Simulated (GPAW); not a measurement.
# MoI (F-43m) in GPAW: a series of runs

Runs on MoI. Level: PBE+U. Tasks: relaxation of cell and atoms.

All numbers are computed with GPAW 26.7.0; they aren't measurements. Logs are shortened: lines on timing, memory, paths and dates and some standing lists are left out, and cuts for length are marked. The log counts tension as positive stress, the text compression.

**1. The structure**

It takes space group F-43m (No. 216, cubic). Conventional cell: a = 6.358 Å, b = 6.358 Å, c = 6.358 Å, α = 90.00°, β = 90.00°, γ = 90.00°. Mo (site symmetry -43m) is surrounded by 4 I at 2.75 Å. Around I (site symmetry -43m) lie 4 Mo at 2.75 Å.

The cell was built by a generator and needn't be a form met in nature.

**2. Relaxation of cell and atoms, PBE+U**

Input file run.py:

```python
from ase import Atoms
from ase.filters import FrechetCellFilter
from ase.io import write
from ase.optimize import BFGS
from gpaw import GPAW, PW

atoms = Atoms(['Mo', 'I'],
              cell=[[0.0, 3.17885138, 3.17885138],
                    [3.17885138, 0.0, 3.17885138],
                    [3.17885138, 3.17885138, 0.0]],
              scaled_positions=[[0.0, 0.0, 0.0],
                                [0.75, 0.75, 0.75]],
              pbc=True)

calc = GPAW(mode=PW(600),
            xc='PBE',
            kpts={'size': (7, 7, 7), 'gamma': True},
            occupations={'name': 'fermi-dirac', 'width': 0.05},
            setups={'Mo': ':d,6.0'},
            nbands=21,
            convergence={'density': 1e-05, 'forces': 0.0001},
            maxiter=150,
            txt='gpaw.txt')
atoms.calc = calc
opt = BFGS(FrechetCellFilter(atoms), trajectory='relax.traj', logfile='-')
done = opt.run(fmax=0.02, steps=60)
calc.write('gs.gpw')
write('result.traj', atoms)
print('Converged:', done)
print('Cell:', atoms.cell.cellpar().round(4))
print('Volume:', round(atoms.get_volume(), 4))
print(atoms.get_scaled_positions().round(5))
```

Potentials or basis: GPAW PAW data sets (gpaw-data 1.2.1), pw.

Run with:

```console
$ OMP_NUM_THREADS=1 python run.py
```

gpaw.txt:

```text
__  _  _
 | _ |_)|_||  |
 |__||  | ||/\| - 26.7.0

Input parameters:
  mode=PW(ecut=600.0),
  convergence={'density': 1e-05, 'forces': 0.0001},
  kpts=MonkhorstPack(size=(7, 7, 7), gamma=True),
  maxiter=150,
  nbands=21,
  occupations=Occupations(name='fermi-dirac', width=0.05),
  setups={'Mo': ':d,6.0'},
  xc=XC(name='PBE')

Diagonalizing LCAO Hamiltonian
Converting LCAO to pw mode

                      I

       Mo

Atoms  # Å, Bohr magnetons
|   | symbol |        x |        y |        z |    initial magnetic moments |
|---|--------|----------|----------|----------|-----------------------------|
| 0 |     Mo | 0.000000 | 0.000000 | 0.000000 | ( 0.0000,  0.0000,  0.0000) |
| 1 |      I | 4.768277 | 4.768277 | 4.768277 | ( 0.0000,  0.0000,  0.0000) |

Unit cell  # Å
| periodic |        x |        y |        z |  lengths |    angles |
|----------|----------|----------|----------|----------|-----------|
|      yes | 0.000000 | 3.178851 | 3.178851 | 4.495575 | 60.000000 |
|      yes | 3.178851 | 0.000000 | 3.178851 | 4.495575 | 60.000000 |
|      yes | 3.178851 | 3.178851 | 0.000000 | 4.495575 | 60.000000 |

Number of symmetries: 24
Symmetry operations  # r_c * U_cc + t_c -> r_c
|    | kind |            matrix            |
|----|------|------------------------------|
|  0 |  E   |  1, 0, 0,  0, 1, 0,  0, 0, 1 |
|  1 |  σ   |  1, 0, 0,  0, 0, 1,  0, 1, 0 |
|  2 |  σ   |  1, 0,-1,  0, 1,-1,  0, 0,-1 |
|  3 |  C3  |  1, 0,-1,  0, 0,-1,  0, 1,-1 |
|  4 |  C3  |  1,-1, 0,  0,-1, 1,  0,-1, 0 |
|  5 |  σ   |  1,-1, 0,  0,-1, 0,  0,-1, 1 |
|  6 |  σ   |  0, 1, 0,  1, 0, 0,  0, 0, 1 |
|  7 |  C3  |  0, 1, 0,  0, 0, 1,  1, 0, 0 |
|  8 |  C2  |  0, 1,-1,  1, 0,-1,  0, 0,-1 |
|  9 |  S4  |  0, 1,-1,  0, 0,-1,  1, 0,-1 |
| 10 |  C3  |  0, 0, 1,  1, 0, 0,  0, 1, 0 |
| 11 |  σ   |  0, 0, 1,  0, 1, 0,  1, 0, 0 |
| 12 |  S4  |  0, 0,-1,  1, 0,-1,  0, 1,-1 |
| 13 |  C3  |  0, 0,-1,  0, 1,-1,  1, 0,-1 |
| 14 |  S4  |  0,-1, 1,  1,-1, 0,  0,-1, 0 |
| 15 |  C2  |  0,-1, 1,  0,-1, 0,  1,-1, 0 |
| 16 |  C3  |  0,-1, 0,  1,-1, 0,  0,-1, 1 |
| 17 |  S4  |  0,-1, 0,  0,-1, 1,  1,-1, 0 |
| 18 |  S4  | -1, 1, 0, -1, 0, 1, -1, 0, 0 |
| 19 |  C3  | -1, 1, 0, -1, 0, 0, -1, 0, 1 |
| 20 |  C3  | -1, 0, 1, -1, 1, 0, -1, 0, 0 |
| 21 |  S4  | -1, 0, 1, -1, 0, 0, -1, 1, 0 |
| 22 |  σ   | -1, 0, 0, -1, 1, 0, -1, 0, 1 |
| 23 |  C2  | -1, 0, 0, -1, 0, 1, -1, 1, 0 |
[... 175 lines left out ...]
|        ... |               |           |
|          3 |       -28.165 |     2.000 |
|          4 |        -8.647 |     2.000 |
|          5 |         1.715 |     2.000 |
|          6 |         1.715 |     2.000 |
|          7 |         1.715 |     2.000 |
|          8 |         2.196 |     2.000 |
[... 8 lines left out ...]
|         17 |        15.529 |     0.000 |
|         18 |        15.671 |     0.000 |
|        ... |               |           |
|         20 |        16.677 |     0.000 |

No gap
No difference between direct/indirect transitions

Stress tensor  # eV/Ang^3
|         x |         y |         z |
|-----------|-----------|-----------|
| -0.031467 |  0.000000 | -0.000000 |
|  0.000000 | -0.031467 | -0.000000 |
| -0.000000 | -0.000000 | -0.031467 |

Forces  # eV/Ang
|        x |       y |        z |
|----------|---------|----------|
| -0.00000 | 0.00000 | -0.00000 |  # Mo   0
|  0.00000 | 0.00000 |  0.00000 |  # I    1

Interpolating wave functions to new cell

                      I

       Mo

Atoms  # Å, Bohr magnetons
|   | symbol |         x |        y |         z |    initial magnetic moments |
|---|--------|-----------|----------|-----------|-----------------------------|
| 0 |     Mo | -0.000000 | 0.000000 | -0.000000 | ( 0.0000,  0.0000,  0.0000) |
| 1 |      I |  4.802829 | 4.802829 |  4.802829 | ( 0.0000,  0.0000,  0.0000) |

Unit cell  # Å
| periodic |         x |         y |        z |  lengths |    angles |
|----------|-----------|-----------|----------|----------|-----------|
|      yes | -0.000000 |  3.201886 | 3.201886 | 4.528150 | 60.000000 |
|      yes |  3.201886 | -0.000000 | 3.201886 | 4.528150 | 60.000000 |
|      yes |  3.201886 |  3.201886 | 0.000000 | 4.528150 | 60.000000 |

Number of symmetries: 24
Symmetry operations  # r_c * U_cc + t_c -> r_c
|    | kind |            matrix            |
|----|------|------------------------------|
|  0 |  E   |  1, 0, 0,  0, 1, 0,  0, 0, 1 |
|  1 |  σ   |  1, 0, 0,  0, 0, 1,  0, 1, 0 |
|  2 |  σ   |  1, 0,-1,  0, 1,-1,  0, 0,-1 |
|  3 |  C3  |  1, 0,-1,  0, 0,-1,  0, 1,-1 |
|  4 |  C3  |  1,-1, 0,  0,-1, 1,  0,-1, 0 |
|  5 |  σ   |  1,-1, 0,  0,-1, 0,  0,-1, 1 |
|  6 |  σ   |  0, 1, 0,  1, 0, 0,  0, 0, 1 |
|  7 |  C3  |  0, 1, 0,  0, 0, 1,  1, 0, 0 |
|  8 |  C2  |  0, 1,-1,  1, 0,-1,  0, 0,-1 |
|  9 |  S4  |  0, 1,-1,  0, 0,-1,  1, 0,-1 |
| 10 |  C3  |  0, 0, 1,  1, 0, 0,  0, 1, 0 |
| 11 |  σ   |  0, 0, 1,  0, 1, 0,  1, 0, 0 |
| 12 |  S4  |  0, 0,-1,  1, 0,-1,  0, 1,-1 |
| 13 |  C3  |  0, 0,-1,  0, 1,-1,  1, 0,-1 |
| 14 |  S4  |  0,-1, 1,  1,-1, 0,  0,-1, 0 |
| 15 |  C2  |  0,-1, 1,  0,-1, 0,  1,-1, 0 |
| 16 |  C3  |  0,-1, 0,  1,-1, 0,  0,-1, 1 |
| 17 |  S4  |  0,-1, 0,  0,-1, 1,  1,-1, 0 |
| 18 |  S4  | -1, 1, 0, -1, 0, 1, -1, 0, 0 |
| 19 |  C3  | -1, 1, 0, -1, 0, 0, -1, 0, 1 |
| 20 |  C3  | -1, 0, 1, -1, 1, 0, -1, 0, 0 |
| 21 |  S4  | -1, 0, 1, -1, 0, 0, -1, 1, 0 |
| 22 |  σ   | -1, 0, 0, -1, 1, 0, -1, 0, 1 |
| 23 |  C2  | -1, 0, 0, -1, 0, 1, -1, 1, 0 |
[... 173 lines left out ...]
|        ... |               |           |
|          3 |       -28.399 |     2.000 |
|          4 |        -8.790 |     2.000 |
|          5 |         1.551 |     2.000 |
|          6 |         1.551 |     2.000 |
|          7 |         1.551 |     2.000 |
|          8 |         1.969 |     2.000 |
[... 8 lines left out ...]
|         17 |        15.227 |     0.000 |
|         18 |        15.331 |     0.000 |
|        ... |               |           |
|         20 |        16.375 |     0.000 |

No gap
No difference between direct/indirect transitions

Stress tensor  # eV/Ang^3
|         x |         y |         z |
|-----------|-----------|-----------|
| -0.024464 |  0.000000 | -0.000000 |
|  0.000000 | -0.024464 | -0.000000 |
| -0.000000 | -0.000000 | -0.024464 |

Forces  # eV/Ang
|       x |       y |        z |
|---------|---------|----------|
| 0.00000 | 0.00000 | -0.00000 |  # Mo   0
| 0.00000 | 0.00000 | -0.00000 |  # I    1

Interpolating wave functions to new cell

                      I

       Mo

Atoms  # Å, Bohr magnetons
|   | symbol |        x |         y |         z |    initial magnetic moments |
|---|--------|----------|-----------|-----------|-----------------------------|
| 0 |     Mo | 0.000000 | -0.000000 | -0.000000 | ( 0.0000,  0.0000,  0.0000) |
| 1 |      I | 4.938759 |  4.938759 |  4.938759 | ( 0.0000,  0.0000,  0.0000) |

Unit cell  # Å
| periodic |         x |         y |        z |  lengths |    angles |
|----------|-----------|-----------|----------|----------|-----------|
|      yes | -0.000000 |  3.292506 | 3.292506 | 4.656307 | 60.000000 |
|      yes |  3.292506 | -0.000000 | 3.292506 | 4.656307 | 60.000000 |
|      yes |  3.292506 |  3.292506 | 0.000000 | 4.656307 | 60.000000 |

Number of symmetries: 24
Symmetry operations  # r_c * U_cc + t_c -> r_c
|    | kind |            matrix            |
|----|------|------------------------------|
|  0 |  E   |  1, 0, 0,  0, 1, 0,  0, 0, 1 |
|  1 |  σ   |  1, 0, 0,  0, 0, 1,  0, 1, 0 |
|  2 |  σ   |  1, 0,-1,  0, 1,-1,  0, 0,-1 |
|  3 |  C3  |  1, 0,-1,  0, 0,-1,  0, 1,-1 |
|  4 |  C3  |  1,-1, 0,  0,-1, 1,  0,-1, 0 |
|  5 |  σ   |  1,-1, 0,  0,-1, 0,  0,-1, 1 |
|  6 |  σ   |  0, 1, 0,  1, 0, 0,  0, 0, 1 |
|  7 |  C3  |  0, 1, 0,  0, 0, 1,  1, 0, 0 |
|  8 |  C2  |  0, 1,-1,  1, 0,-1,  0, 0,-1 |
|  9 |  S4  |  0, 1,-1,  0, 0,-1,  1, 0,-1 |
| 10 |  C3  |  0, 0, 1,  1, 0, 0,  0, 1, 0 |
| 11 |  σ   |  0, 0, 1,  0, 1, 0,  1, 0, 0 |
| 12 |  S4  |  0, 0,-1,  1, 0,-1,  0, 1,-1 |
| 13 |  C3  |  0, 0,-1,  0, 1,-1,  1, 0,-1 |
| 14 |  S4  |  0,-1, 1,  1,-1, 0,  0,-1, 0 |
| 15 |  C2  |  0,-1, 1,  0,-1, 0,  1,-1, 0 |
| 16 |  C3  |  0,-1, 0,  1,-1, 0,  0,-1, 1 |
| 17 |  S4  |  0,-1, 0,  0,-1, 1,  1,-1, 0 |
| 18 |  S4  | -1, 1, 0, -1, 0, 1, -1, 0, 0 |
| 19 |  C3  | -1, 1, 0, -1, 0, 0, -1, 0, 1 |
| 20 |  C3  | -1, 0, 1, -1, 1, 0, -1, 0, 0 |
| 21 |  S4  | -1, 0, 1, -1, 0, 0, -1, 1, 0 |
| 22 |  σ   | -1, 0, 0, -1, 1, 0, -1, 0, 1 |
| 23 |  C2  | -1, 0, 0, -1, 0, 1, -1, 1, 0 |
[... 174 lines left out ...]
|        ... |               |           |
|          3 |       -29.293 |     2.000 |
|          4 |        -9.315 |     2.000 |
|          5 |         0.953 |     2.000 |
|          6 |         0.953 |     2.000 |
|          7 |         0.953 |     2.000 |
|          8 |         1.105 |     2.000 |
[... 8 lines left out ...]
|         17 |        14.066 |     0.000 |
|         18 |        14.088 |     0.000 |
|        ... |               |           |
|         20 |        15.252 |     0.000 |

No gap
No difference between direct/indirect transitions

Stress tensor  # eV/Ang^3
|         x |         y |         z |
|-----------|-----------|-----------|
| -0.004309 |  0.000000 | -0.000000 |
|  0.000000 | -0.004309 | -0.000000 |
| -0.000000 | -0.000000 | -0.004309 |

Forces  # eV/Ang
|        x |        y |        z |
|----------|----------|----------|
| -0.00000 | -0.00000 | -0.00000 |  # Mo   0
| -0.00000 | -0.00000 | -0.00000 |  # I    1

Interpolating wave functions to new cell

                       I

       Mo

Atoms  # Å, Bohr magnetons
|   | symbol |        x |         y |         z |    initial magnetic moments |
|---|--------|----------|-----------|-----------|-----------------------------|
| 0 |     Mo | 0.000000 | -0.000000 | -0.000000 | ( 0.0000,  0.0000,  0.0000) |
| 1 |      I | 4.971521 |  4.971521 |  4.971521 | ( 0.0000,  0.0000,  0.0000) |

Unit cell  # Å
| periodic |         x |         y |        z |  lengths |    angles |
|----------|-----------|-----------|----------|----------|-----------|
|      yes | -0.000000 |  3.314348 | 3.314348 | 4.687195 | 60.000000 |
|      yes |  3.314348 | -0.000000 | 3.314348 | 4.687195 | 60.000000 |
|      yes |  3.314348 |  3.314348 | 0.000000 | 4.687195 | 60.000000 |

Number of symmetries: 24
Symmetry operations  # r_c * U_cc + t_c -> r_c
|    | kind |            matrix            |
|----|------|------------------------------|
|  0 |  E   |  1, 0, 0,  0, 1, 0,  0, 0, 1 |
|  1 |  σ   |  1, 0, 0,  0, 0, 1,  0, 1, 0 |
|  2 |  σ   |  1, 0,-1,  0, 1,-1,  0, 0,-1 |
|  3 |  C3  |  1, 0,-1,  0, 0,-1,  0, 1,-1 |
|  4 |  C3  |  1,-1, 0,  0,-1, 1,  0,-1, 0 |
|  5 |  σ   |  1,-1, 0,  0,-1, 0,  0,-1, 1 |
|  6 |  σ   |  0, 1, 0,  1, 0, 0,  0, 0, 1 |
|  7 |  C3  |  0, 1, 0,  0, 0, 1,  1, 0, 0 |
|  8 |  C2  |  0, 1,-1,  1, 0,-1,  0, 0,-1 |
|  9 |  S4  |  0, 1,-1,  0, 0,-1,  1, 0,-1 |
| 10 |  C3  |  0, 0, 1,  1, 0, 0,  0, 1, 0 |
| 11 |  σ   |  0, 0, 1,  0, 1, 0,  1, 0, 0 |
| 12 |  S4  |  0, 0,-1,  1, 0,-1,  0, 1,-1 |
| 13 |  C3  |  0, 0,-1,  0, 1,-1,  1, 0,-1 |
| 14 |  S4  |  0,-1, 1,  1,-1, 0,  0,-1, 0 |
| 15 |  C2  |  0,-1, 1,  0,-1, 0,  1,-1, 0 |
| 16 |  C3  |  0,-1, 0,  1,-1, 0,  0,-1, 1 |
| 17 |  S4  |  0,-1, 0,  0,-1, 1,  1,-1, 0 |
| 18 |  S4  | -1, 1, 0, -1, 0, 1, -1, 0, 0 |
| 19 |  C3  | -1, 1, 0, -1, 0, 0, -1, 0, 1 |
| 20 |  C3  | -1, 0, 1, -1, 1, 0, -1, 0, 0 |
| 21 |  S4  | -1, 0, 1, -1, 0, 0, -1, 1, 0 |
| 22 |  σ   | -1, 0, 0, -1, 1, 0, -1, 0, 1 |
| 23 |  C2  | -1, 0, 0, -1, 0, 1, -1, 1, 0 |
[... 173 lines left out ...]
|        ... |               |           |
|          3 |       -29.491 |     2.000 |
|          4 |        -9.434 |     2.000 |
|          5 |         0.818 |     2.000 |
|          6 |         0.818 |     2.000 |
|          7 |         0.818 |     2.000 |
|          8 |         0.912 |     2.000 |
[... 8 lines left out ...]
|         17 |        13.799 |     0.000 |
|         18 |        13.810 |     0.000 |
|        ... |               |           |
|         20 |        14.999 |     0.000 |

No gap
No difference between direct/indirect transitions

Stress tensor  # eV/Ang^3
|         x |         y |         z |
|-----------|-----------|-----------|
| -0.000144 | -0.000000 | -0.000000 |
| -0.000000 | -0.000144 |  0.000000 |
| -0.000000 |  0.000000 | -0.000144 |

Forces  # eV/Ang
|       x |       y |        z |
|---------|---------|----------|
| 0.00000 | 0.00000 |  0.00000 |  # Mo   0
| 0.00000 | 0.00000 | -0.00000 |  # I    1

# Writing to gs.gpw (mode='')
```

It took 92 s on 1 thread of Arm Neoverse V1, shared host; peak memory 0.23 GiB.

Results:

* Free energy: -6.4685 eV
* Relaxed volume: 36.41 Å³/atom
* Relaxed cell: a = 4.687 Å, b = 4.687 Å, c = 4.687 Å, α = 60.00°, β = 60.00°, γ = 60.00°
* Space group after relaxing (to 0.05 Å): F-43m (No. 216)
* Energy gained by relaxing: 59.3 meV/atom
* Ionic steps: 4
* Pressure after relaxing: 0.0 GPa
* Band gap on the k mesh: none (metal or under the smearing width)

Step by step:
```csv
step,energy change (eV),largest force (eV/Å),pressure (GPa),volume (Å³)
1,0.0000,0.0000,5.04,64.25
2,-0.0384,0.0000,3.92,65.65
3,-0.1152,0.0000,0.69,71.39
4,-0.1187,0.0000,0.02,72.82
```

Final structure:
```
Mo I
1.0
     0.00000    3.31435    3.31435
     3.31435    0.00000    3.31435
     3.31435    3.31435    0.00000
Mo I
1 1
Cartesian
  0.0000 0.0000 0.0000
  4.9715 4.9715 4.9715
```

Caveat: later steps reuse the first step's grids; an odd number of electrons without spin polarisation forces a metal; a magnetic or distorted state may lie lower; U without spin polarisation on a metal has little footing. Spin-orbit coupling is left out, which matters for the levels of I.

**3. Relaxation of cell and atoms, PBE+U**

Input file run.py:

```python
from ase.filters import FrechetCellFilter
from ase.io import read, write
from ase.optimize import BFGS
from gpaw import GPAW, PW

atoms = read('MoI.xyz')

calc = GPAW(mode=PW(600),
            xc='PBE',
            kpts={'size': (7, 7, 7), 'gamma': True},
            occupations={'name': 'fermi-dirac', 'width': 0.05},
            setups={'Mo': ':d,8.0'},
            nbands=21,
            convergence={'density': 1e-05, 'forces': 0.0001},
            maxiter=150,
            txt='gpaw.txt')
atoms.calc = calc
opt = BFGS(FrechetCellFilter(atoms), trajectory='relax.traj', logfile='-')
done = opt.run(fmax=0.02, steps=60)
calc.write('gs.gpw')
write('result.traj', atoms)
print('Converged:', done)
print('Cell:', atoms.cell.cellpar().round(4))
print('Volume:', round(atoms.get_volume(), 4))
print(atoms.get_scaled_positions().round(5))
```

Input file MoI.xyz:

```xyz
2
Lattice="0.0000000000 3.1788513800 3.1788513800 3.1788513800 0.0000000000 3.1788513800 3.1788513800 3.1788513800 0.0000000000" Properties=species:S:1:pos:R:3 pbc="T T T"
Mo     0.0000000000      0.0000000000      0.0000000000
I      4.7682770700      4.7682770700      4.7682770700
```

Potentials or basis: GPAW PAW data sets (gpaw-data 1.2.1), pw.

Run with:

```console
$ OMP_NUM_THREADS=1 python run.py
```

It took 2.4 min on 1 thread of Arm Neoverse V1, shared host; peak memory 0.23 GiB.

Results (log left out):

```yaml
Free_energy: -6.7129 eV
Relaxed_volume: 42.15 Å³/atom
Relaxed_cell: a = 4.922 Å, b = 4.922 Å, c = 4.922 Å, α = 60.00°, β = 60.00°, γ = 60.00°
Space_group_after_relaxing_to_0.05_Å: F-43m (No. 216)
Energy_gained_by_relaxing: 186.1 meV/atom
Ionic_steps: 6
Pressure_after_relaxing: -0.1 GPa
Band_gap_on_the_k_mesh: none (metal or under the smearing width)
```

Step by step:
| step | energy change (eV) | largest force (eV/Å) | pressure (GPa) | volume (Å³) |
| --- | --- | --- | --- | --- |
| 1 | 0.0000 | 0.0000 | 9.12 | 64.25 |
| 2 | -0.1277 | 0.0000 | 6.85 | 66.81 |
| 3 | -0.3467 | 0.0000 | 1.28 | 76.82 |
| 4 | -0.3622 | 0.0000 | 0.60 | 79.82 |
| 5 | -0.3708 | 0.0000 | 0.19 | 82.82 |
| 6 | -0.3722 | 0.0000 | -0.07 | 84.30 |

Final structure:
```
Mo I
1.0
     0.00000    3.48019    3.48019
     3.48019    0.00000    3.48019
     3.48019    3.48019    0.00000
Mo I
1 1
Direct
  0.00000 0.00000 0.00000
  0.75000 0.75000 0.75000
```

Levels at points of the mesh, in eV from the Fermi level:
| k point | band 9 | band 10 | band 11 | band 12 | band 13 | band 14 |
| --- | --- | --- | --- | --- | --- | --- |
| (0.00, 0.00, 0.00) | -5.17 | -5.17 | -1.61 | 2.99 | 2.99 | 2.99 |

Caveat: later steps reuse the first step's grids; the volume moved by over 15 % at a fixed basis, so the end points are rough; an odd number of electrons without spin polarisation forces a metal; a magnetic or distorted state may lie lower; U without spin polarisation on a metal has little footing. The run has no spin-orbit coupling, so splittings on I are missing.
